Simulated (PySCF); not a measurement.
# C6H6FNO: open-shell or spin-flip excitations

What do calculations give for the open-shell or spin-flip excitations of C6H6FNO (`N#CC1=C[C@@H](O)C[C@@H]1F`)?

Computed with PySCF 2.14.0 and routines of our own; the level stands in each step. Atoms count from 0.

## 1. The system as given

15 atoms, charge 0, multiplicity 1; geometry from: GFN2-xTB.

## 2. Open-shell or spin-flip excitations: collinear spin-flip TDA BHandHLYP/def2-SVP

Job settings and geometry (Å):

```
{"job": {"kind": "uabs", "xc": "BHandHLYP", "basis": "def2-SVP", "nstates": 8, "spin_flip": true, "ref_mult": 3}, "charge": 0, "multiplicity": 1}
N      3.475992    -0.910088    -1.003626
C      2.387513    -0.655547    -0.749812
C      1.061269    -0.327487    -0.416971
C      0.041422    -1.171076    -0.251606
C     -1.241208    -0.452283     0.080257
O     -1.997375    -1.050769     1.094999
C     -0.768092     0.986591     0.393656
C      0.616981     1.112116    -0.246708
F      0.515228     1.712128    -1.487399
H      0.083255    -2.243254    -0.333729
H     -1.898247    -0.468665    -0.798703
H     -1.471309    -1.108891     1.901597
H     -1.443222     1.743521     0.000795
H     -0.691818     1.115471     1.474379
H      1.325198     1.726222     0.320960
```

With the program's defaults for keys left out, this is: collinear spin-flip TDA BHandHLYP/def2-SVP, vertical, gas phase, core orbitals frozen in the response.

Launch:

```console
$ OMP_NUM_THREADS=1 python excited_run.py task.json out
```

One launch serves the whole session: the jobs run in the order shown.

Output:

```text
coarse grid: 13472 points
cycle   1  E = -461.0480664878  dE =  1.863e+00  |g| = 6.180e-01  |ddm| = 3.251e+00
cycle   2  E = -460.9256587998  dE =  1.224e-01  |g| = 8.507e-01  |ddm| = 2.129e+00
cycle   3  E = -461.2222801553  dE = -2.966e-01  |g| = 1.288e-01  |ddm| = 1.422e+00
cycle   4  E = -461.2302131040  dE = -7.933e-03  |g| = 7.057e-02  |ddm| = 2.160e-01
cycle   5  E = -461.2335569368  dE = -3.344e-03  |g| = 1.949e-02  |ddm| = 1.052e-01
cycle   6  E = -461.2341109637  dE = -5.540e-04  |g| = 1.072e-02  |ddm| = 4.651e-02
cycle   7  E = -461.2343326455  dE = -2.217e-04  |g| = 4.229e-03  |ddm| = 3.842e-02
cycle   8  E = -461.2343723300  dE = -3.968e-05  |g| = 1.935e-03  |ddm| = 1.499e-02
cycle   9  E = -461.2343802590  dE = -7.929e-06  |g| = 1.147e-03  |ddm| = 4.938e-03
final grid: 133288 points
cycle  10  E = -461.2903881675  dE = -2.437e-05  |g| = 2.045e-03  |ddm| = 2.920e-02
cycle  11  E = -461.2903895125  dE = -1.345e-06  |g| = 2.044e-03  |ddm| = 6.205e-03
cycle  12  E = -461.2903914757  dE = -1.963e-06  |g| = 4.786e-04  |ddm| = 3.942e-03
cycle  13  E = -461.2903918969  dE = -4.212e-07  |g| = 4.053e-04  |ddm| = 1.019e-03
cycle  14  E = -461.2903922000  dE = -3.031e-07  |g| = 2.343e-04  |ddm| = 8.837e-04
cycle  15  E = -461.2903923540  dE = -1.540e-07  |g| = 1.312e-04  |ddm| = 7.390e-04
cycle  16  E = -461.2903924012  dE = -4.715e-08  |g| = 3.845e-05  |ddm| = 5.574e-04
cycle  17  E = -461.2903924041  dE = -2.886e-09  |g| = 1.928e-05  |ddm| = 1.111e-04
cycle  18  E = -461.2903924050  dE = -9.265e-10  |g| = 7.831e-06  |ddm| = 7.132e-05
converged SCF energy = -461.2903924050

<S^2> of the reference = 2.0356 (exact 2.0000)

Spin-flip excitations, energies against the reference
state   eV       nm        f      <S^2>   main configurations
  1  -3.3768        -   0.00000   0.056   Ha->Lb 0.97
  2   0.8460    293.6   0.00014   2.079   Ha->L+1b 0.45, H-3a->Lb 0.14, H-2a->Lb 0.13, H-4a->Lb 0.09
  3   2.7018    204.0   0.05184   0.975   H-1a->Lb 0.71, H-2a->Lb 0.15
  4   3.0606    192.6   0.03648   1.010   H-3a->Lb 0.45, H-2a->Lb 0.26, H-1a->Lb 0.11, H-4a->Lb 0.09
  5   3.3334    184.8   0.66412   0.299   Ha->L+1b 0.37, H-3a->Lb 0.29, H-2a->Lb 0.27
  6   3.9111    170.1   0.03235   1.023   H-4a->Lb 0.64, H-2a->Lb 0.08
  7   4.2404    162.8   0.01085   1.034   Ha->L+2b 0.86
  8   4.2932    161.6   0.05639   0.949   H-10a->Lb 0.30, H-8a->Lb 0.15, H-7a->Lb 0.09
```

It took 16 s on 1 thread of AMD EPYC 7B13, shared host; peak memory 0.58 GiB.

The ⟨S²⟩ below is that of the reference state, of multiplicity 3.

In short:

```tsv
quantity	value
low spin less high spin	-4.223 eV
⟨S²⟩	2.036
```

Löwdin spin populations of the reference state:

N0 0.45; C1 -0.13; C2 0.68; C3 0.88; C4 -0.01; O5 0.03; C6 0.01; C7 0.00; F8 0.03; H9 0.00; H10 0.04; H11 0.01; H12 0.00; H13 0.00; H14 0.01

## 3. Open-shell or spin-flip excitations: collinear spin-flip TDA M06/def2-SVP

Job settings and geometry (Å):

```
{"job": {"kind": "uabs", "spin_flip": true, "ref_mult": 3, "xc": "M06", "basis": "def2-SVP", "nstates": 10, "tda": false, "scf": {"max_cycle": 82}}, "charge": 0, "multiplicity": 1}
N      3.128393    -0.819079    -0.903263
C      2.148762    -0.589992    -0.674831
C      0.955142    -0.294738    -0.375274
C      0.037280    -1.053968    -0.226445
C     -1.117087    -0.407055     0.072231
O     -1.797638    -0.945692     0.985499
C     -0.691283     0.887932     0.354290
C      0.555283     1.000904    -0.222037
F      0.463705     1.540915    -1.338659
H      0.074930    -2.018929    -0.300356
H     -1.708422    -0.421798    -0.718833
H     -1.324178    -0.998002     1.711437
H     -1.298900     1.569169     0.000716
H     -0.622636     1.003924     1.326941
H      1.192678     1.553600     0.288864
```

Level: collinear spin-flip TDA M06/def2-SVP, vertical, gas phase, core orbitals frozen in the response.

Output:

```text
final grid: 133288 points
cycle   1  E = -460.7761549990  dE =  4.273e+00  |g| = 5.801e-01  |ddm| = 4.230e+00
cycle   2  E = -460.7418487514  dE =  3.431e-02  |g| = 6.921e-01  |ddm| = 2.996e+00
cycle   3  E = -460.9232292771  dE = -1.814e-01  |g| = 1.652e-01  |ddm| = 1.725e+00
cycle   4  E = -460.9347808256  dE = -1.155e-02  |g| = 5.239e-02  |ddm| = 3.897e-01
cycle   5  E = -460.9366657522  dE = -1.885e-03  |g| = 2.203e-02  |ddm| = 1.374e-01
cycle   6  E = -460.9370334496  dE = -3.677e-04  |g| = 9.193e-03  |ddm| = 6.407e-02
cycle   7  E = -460.9371418672  dE = -1.084e-04  |g| = 3.777e-03  |ddm| = 5.867e-02
cycle   8  E = -460.9371635726  dE = -2.171e-05  |g| = 2.783e-03  |ddm| = 1.649e-02
cycle   9  E = -460.9371697500  dE = -6.177e-06  |g| = 5.410e-04  |ddm| = 1.196e-02
cycle  10  E = -460.9371702336  dE = -4.835e-07  |g| = 4.201e-04  |ddm| = 4.205e-03
cycle  11  E = -460.9371703802  dE = -1.466e-07  |g| = 1.478e-04  |ddm| = 1.630e-03
cycle  12  E = -460.9371704274  dE = -4.717e-08  |g| = 8.671e-05  |ddm| = 9.994e-04
cycle  13  E = -460.9371704421  dE = -1.474e-08  |g| = 4.999e-05  |ddm| = 6.705e-04
cycle  14  E = -460.9371704436  dE = -1.446e-09  |g| = 3.745e-05  |ddm| = 2.061e-04
cycle  15  E = -460.9371704450  dE = -1.473e-09  |g| = 8.841e-06  |ddm| = 2.244e-04
cycle  16  E = -460.9371704452  dE = -1.161e-10  |g| = 3.325e-06  |ddm| = 8.690e-05
converged SCF energy = -460.9371704452

<S^2> of the reference = 2.0100 (exact 2.0000)

Spin-flip excitations, energies against the reference
state   eV       nm        f      <S^2>   main configurations
  1  -4.4724        -   0.00000   0.017   Ha->Lb 0.99
  2   0.8103    234.7   0.00175   1.942   H-1a->Lb 0.41, Ha->L+1b 0.36, H-4a->Lb 0.10
  3   1.3743    212.1   0.12961   0.786   H-1a->Lb 0.56, Ha->L+1b 0.29, H-2a->Lb 0.10
  4   1.9756    192.3   0.43929   0.559   H-2a->Lb 0.75, Ha->L+1b 0.23
  5   2.2460    184.5   0.05618   0.966   H-3a->Lb 0.95
  6   2.4910    178.1   0.19892   0.866   H-4a->Lb 0.84
  7   2.6442    174.2   0.00462   1.019   H-5a->Lb 0.97
  8   3.5654    154.3   0.01078   1.016   H-6a->Lb 0.93
  9   3.6962    151.8   0.04691   0.998   Ha->L+2b 0.94
 10   3.8323    149.3   0.00588   1.018   H-7a->Lb 0.91
```

Run time: 35 s. Hardware: 1 thread of AMD EPYC 7B13, shared host; peak memory 0.62 GiB.

All coordinates were scaled by 0.9, so these values belong to a distorted geometry and are kept out of the summary.

## 4. Open-shell or spin-flip excitations: collinear spin-flip TDA HSE06/ANO-RCC-VDZP

Job settings and geometry (Å):

```
{"job": {"kind": "uabs", "spin_flip": true, "ref_mult": 3, "xc": "HSE06", "basis": "ANO-RCC-VDZP", "nstates": 4, "tda": true}, "charge": 0, "multiplicity": 1}
N      3.475992    -0.910088    -1.003626
C      2.387513    -0.655547    -0.749812
C      1.061269    -0.327487    -0.416971
C      0.041422    -1.171076    -0.251606
C     -1.241208    -0.452283     0.080257
O     -1.997375    -1.050769     1.094999
C     -0.768092     0.986591     0.393656
C      0.616981     1.112116    -0.246708
F      0.515228     1.712128    -1.487399
H      0.083255    -2.243254    -0.333729
H     -1.898247    -0.468665    -0.798703
H     -1.471309    -1.108891     1.901597
H     -1.443222     1.743521     0.000795
H     -0.691818     1.115471     1.474379
H      1.325198     1.726222     0.320960
```

Method: collinear spin-flip TDA HSE06/ANO-RCC-VDZP, vertical, gas phase, core orbitals frozen in the response.

Output:

```text
coarse grid: 13472 points
cycle   1  E = -461.4227146072  dE =  1.623e+00  |g| = 5.670e-01  |ddm| = 4.054e+00
cycle   2  E = -460.7995785162  dE =  6.231e-01  |g| = 1.296e+00  |ddm| = 1.760e+00
cycle   3  E = -461.5251248123  dE = -7.255e-01  |g| = 2.714e-01  |ddm| = 1.508e+00
cycle   4  E = -461.5644875020  dE = -3.936e-02  |g| = 5.470e-02  |ddm| = 4.344e-01
cycle   5  E = -461.5656534020  dE = -1.166e-03  |g| = 4.436e-02  |ddm| = 1.225e-01
cycle   6  E = -461.5665592103  dE = -9.058e-04  |g| = 1.830e-02  |ddm| = 6.723e-02
cycle   7  E = -461.5667096119  dE = -1.504e-04  |g| = 1.178e-02  |ddm| = 2.955e-02
cycle   8  E = -461.5667939003  dE = -8.429e-05  |g| = 4.115e-03  |ddm| = 1.935e-02
cycle   9  E = -461.5668072679  dE = -1.337e-05  |g| = 1.652e-03  |ddm| = 8.134e-03
cycle  10  E = -461.5668101128  dE = -2.845e-06  |g| = 6.435e-04  |ddm| = 3.794e-03
final grid: 133288 points
cycle  11  E = -461.5618392618  dE = -5.458e-05  |g| = 5.732e-03  |ddm| = 3.381e-02
cycle  12  E = -461.5618202152  dE =  1.905e-05  |g| = 9.387e-03  |ddm| = 1.180e-02
cycle  13  E = -461.5618526549  dE = -3.244e-05  |g| = 6.148e-04  |ddm| = 7.173e-03
cycle  14  E = -461.5618526697  dE = -1.483e-08  |g| = 2.423e-04  |ddm| = 9.196e-04
cycle  15  E = -461.5618528178  dE = -1.481e-07  |g| = 1.750e-04  |ddm| = 4.304e-04
cycle  16  E = -461.5618526982  dE =  1.196e-07  |g| = 7.084e-05  |ddm| = 2.255e-04
cycle  17  E = -461.5618528901  dE = -1.919e-07  |g| = 3.407e-05  |ddm| = 1.145e-04
cycle  18  E = -461.5618527020  dE =  1.882e-07  |g| = 1.061e-05  |ddm| = 5.899e-05
cycle  19  E = -461.5618528912  dE = -1.892e-07  |g| = 5.525e-06  |ddm| = 3.528e-05
cycle  20  E = -461.5618528912  dE = -3.558e-11  |g| = 2.814e-06  |ddm| = 1.096e-05
converged SCF energy = -461.5618528912

<S^2> of the reference = 2.0195 (exact 2.0000)

Spin-flip excitations, energies against the reference
state   eV       nm        f      <S^2>   main configurations
  1  -2.9433        -   0.00000   0.030   Ha->Lb 0.99
  2   1.4021    285.3   0.00393   1.917   Ha->L+1b 0.33, H-1a->Lb 0.31, H-2a->Lb 0.17
  3   1.8740    257.4   0.06096   1.017   H-1a->Lb 0.66, Ha->L+1b 0.18, H-2a->Lb 0.12
  4   2.5033    227.6   0.20244   0.796   H-2a->Lb 0.48, H-3a->Lb 0.32, Ha->L+1b 0.13
```

Run time: 2.3 min. Hardware: 1 thread of AMD EPYC 7B13, shared host; peak memory 0.64 GiB.

The ⟨S²⟩ below is that of the reference state, of multiplicity 3.

In short:

```tsv
quantity	value
low spin less high spin	-4.345 eV
⟨S²⟩	2.019
```

## 5. Open-shell or spin-flip excitations: collinear spin-flip TDA BHandHLYP/def2-SVP

The job, as its differences from that of step 4:

```diff
@@ -1,2 +1,2 @@
-{"job": {"kind": "uabs", "spin_flip": true, "ref_mult": 3, "xc": "HSE06", "basis": "ANO-RCC-VDZP", "nstates": 4, "tda": true}, "charge": 0, "multiplicity": 1}
+{"job": {"kind": "uabs", "spin_flip": true, "ref_mult": 3, "xc": "BHandHLYP", "basis": "def2-SVP", "nstates": 10, "tda": true}, "charge": 0, "multiplicity": 1}
 N      3.475992    -0.910088    -1.003626
```

Method: collinear spin-flip TDA BHandHLYP/def2-SVP, vertical, gas phase, core orbitals frozen in the response.

Output:

```text
coarse grid: 13472 points
cycle   1  E = -461.0480664878  dE =  1.863e+00  |g| = 6.180e-01  |ddm| = 3.251e+00
cycle   2  E = -460.9256587998  dE =  1.224e-01  |g| = 8.507e-01  |ddm| = 2.129e+00
cycle   3  E = -461.2222801553  dE = -2.966e-01  |g| = 1.288e-01  |ddm| = 1.422e+00
cycle   4  E = -461.2302131040  dE = -7.933e-03  |g| = 7.057e-02  |ddm| = 2.160e-01
cycle   5  E = -461.2335569368  dE = -3.344e-03  |g| = 1.949e-02  |ddm| = 1.052e-01
cycle   6  E = -461.2341109637  dE = -5.540e-04  |g| = 1.072e-02  |ddm| = 4.651e-02
cycle   7  E = -461.2343326455  dE = -2.217e-04  |g| = 4.229e-03  |ddm| = 3.842e-02
cycle   8  E = -461.2343723300  dE = -3.968e-05  |g| = 1.935e-03  |ddm| = 1.499e-02
cycle   9  E = -461.2343802590  dE = -7.929e-06  |g| = 1.147e-03  |ddm| = 4.938e-03
final grid: 133288 points
cycle  10  E = -461.2903881675  dE = -2.437e-05  |g| = 2.045e-03  |ddm| = 2.920e-02
cycle  11  E = -461.2903895125  dE = -1.345e-06  |g| = 2.044e-03  |ddm| = 6.205e-03
cycle  12  E = -461.2903914757  dE = -1.963e-06  |g| = 4.786e-04  |ddm| = 3.942e-03
cycle  13  E = -461.2903918969  dE = -4.212e-07  |g| = 4.053e-04  |ddm| = 1.019e-03
cycle  14  E = -461.2903922000  dE = -3.031e-07  |g| = 2.343e-04  |ddm| = 8.837e-04
cycle  15  E = -461.2903923540  dE = -1.540e-07  |g| = 1.312e-04  |ddm| = 7.390e-04
cycle  16  E = -461.2903924012  dE = -4.715e-08  |g| = 3.845e-05  |ddm| = 5.574e-04
cycle  17  E = -461.2903924041  dE = -2.886e-09  |g| = 1.928e-05  |ddm| = 1.111e-04
cycle  18  E = -461.2903924050  dE = -9.265e-10  |g| = 7.831e-06  |ddm| = 7.132e-05
converged SCF energy = -461.2903924050

<S^2> of the reference = 2.0356 (exact 2.0000)

Spin-flip excitations, energies against the reference
state   eV       nm        f      <S^2>   main configurations
  1  -3.3768        -   0.00000   0.056   Ha->Lb 0.97
  2   0.8460    293.6   0.00014   2.079   Ha->L+1b 0.45, H-3a->Lb 0.14, H-2a->Lb 0.13, H-4a->Lb 0.09
  3   2.7018    204.0   0.05184   0.975   H-1a->Lb 0.71, H-2a->Lb 0.15
  4   3.0606    192.6   0.03648   1.010   H-3a->Lb 0.45, H-2a->Lb 0.26, H-1a->Lb 0.11, H-4a->Lb 0.09
  5   3.3334    184.8   0.66412   0.299   Ha->L+1b 0.37, H-3a->Lb 0.29, H-2a->Lb 0.27
  6   3.9111    170.1   0.03235   1.023   H-4a->Lb 0.64, H-2a->Lb 0.08
  7   4.2404    162.8   0.01084   1.034   Ha->L+2b 0.86
  8   4.2932    161.6   0.05638   0.949   H-10a->Lb 0.30, H-8a->Lb 0.15, H-7a->Lb 0.09
  9   4.4245    158.9   0.00320   1.069   H-5a->Lb 0.43, H-7a->Lb 0.26, H-8a->Lb 0.09
 10   4.6469    154.5   0.00551   1.065   H-6a->Lb 0.47, H-8a->Lb 0.16, H-5a->Lb 0.09
```

Wall time 16 s (1 thread of AMD EPYC 7B13, shared host); peak memory 0.6 GiB.

The ⟨S²⟩ below is that of the reference state, of multiplicity 3.

In short:

```tsv
quantity	value
low spin less high spin	-4.223 eV
⟨S²⟩	2.036
```

## 6. What came out

```
                                                                    quantity                               value
low spin less high spin (step 2, collinear spin-flip TDA BHandHLYP/def2-SVP)                           -4.223 eV
low spin less high spin (step 4, collinear spin-flip TDA HSE06/ANO-RCC-VDZP)                           -4.345 eV
low spin less high spin (step 5, collinear spin-flip TDA BHandHLYP/def2-SVP)                           -4.223 eV
                                                                        runs  0 failed, 1 ended on unsound input
```

In words: The values above hold for this geometry and these levels alone.
